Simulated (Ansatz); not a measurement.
# Palladium, bcc under r²SCAN: from relaxation to bulk modulus

The plan for palladium in the bcc structure: relax it, solve it on a dense k-mesh, switch on spin-orbit coupling, then scale the cell to 7 volumes from 88 to 112 % of the relaxed one and try a fit of the equation of state. The start is antiferromagnetic (CsCl-type). The k-meshes are 10×10×10 for the relaxation; 17×17×17 for the dense run; 10×10×10 for spin-orbit coupling; 11×11×11 for the volumes.

This is Pd in the bcc structure; at room conditions it is fcc.

Program: Ansatz 0.2.0. Level of theory: DFT r2SCAN, plane waves (500 eV) with PAW, scalar-relativistic; PBE-made PAW files. These are calculated values, not measurements.

**1. Starting point**

It takes space group Im-3m (No. 229, cubic). The conventional cell has a = 3.087 Å, b = 3.087 Å, c = 3.087 Å, α = 90.00°, β = 90.00°, γ = 90.00°. Around Pd (site symmetry m-3m) lie 8 Pd at 2.67 Å.

Coordinates:

```
CELL_PARAMETERS angstrom
3.08734 0.00000 0.00000
0.00000 3.08734 0.00000
0.00000 0.00000 3.08734
ATOMIC_POSITIONS crystal
Pd 0.00000 0.00000 0.00000
Pd 0.50000 0.50000 0.50000
```

The atoms start with moments of +0.5, -0.5 μB.

**2. Geometry optimisation**

input.yaml reads:

```yaml
crystal:
  lattice:
    - [3.087336306, 0.0, 0.0]
    - [0.0, 3.087336306, 0.0]
    - [0.0, 0.0, 3.087336306]
  atoms:
    - { symbol: Pd, position: [0.0, 0.0, 0.0], spin: 0.5 }
    - { symbol: Pd, position: [0.5, 0.5, 0.5], spin: -0.5 }
hamiltonian:
  xc: r2scan
  pseudopotentials:
    kind: paw
    azcp:
      Pd: "pseudopotentials/Pd.paw.azcp"
basis:
  ecutwfc: 500
  fft_grid_basis: typed
kpoints:
  mp_grid: { grid: [10, 10, 10], shift: [0, 0, 0] }
magnetization:
  spin_polarized: true
scf:
  occupations: { method: fermi_dirac, width: 0.05 }
relax:
  max_steps: 60
  f_tol: 0.01
  cell: {}
```

Command:

```bash
> ansatz run input.yaml --threads 1 --pin off --max-ram 3584MiB --backend cpu --events-out ev --progress --plain --runs-dir out
```

After this run come: Single point on a dense mesh; Spin-orbit coupling switched on; At 88 % of the relaxed volume; At 92 % of the relaxed volume; At 96 % of the relaxed volume; At 100 % of the relaxed volume; At 104 % of the relaxed volume; At 108 % of the relaxed volume; At 112 % of the relaxed volume.

**Question.** What will these runs give? Wanted: space group; conventional cell; volume; shortest distance; gap on the mesh; magnetic state; V₀, B₀, B₀′.

**Answer**, as computed:

```
                      quantity                         value
space group (spins left aside)               Im-3m (No. 229)
             conventional cell                   a = 3.109 Å
                        volume                15.026 Å³/atom
             shortest distance                       2.693 Å
               gap on the mesh  none (levels filled in part)
                magnetic state                  non-magnetic
                   V₀, B₀, B₀′  15.028 Å³/atom, 180 GPa, 5.5
```

The relaxation enlarged the cell by 2.1 % in volume. The moments die out: the run ends non-magnetic. Levels at the Fermi energy are filled in part, as in a metal. Totals with and without spin-orbit coupling (+7.3 eV/atom apart) can't be read as binding, since the two-component data shift the zero of energy. The fitted modulus is 180 GPa. Relaxation kept the symmetry; phonons were not checked.
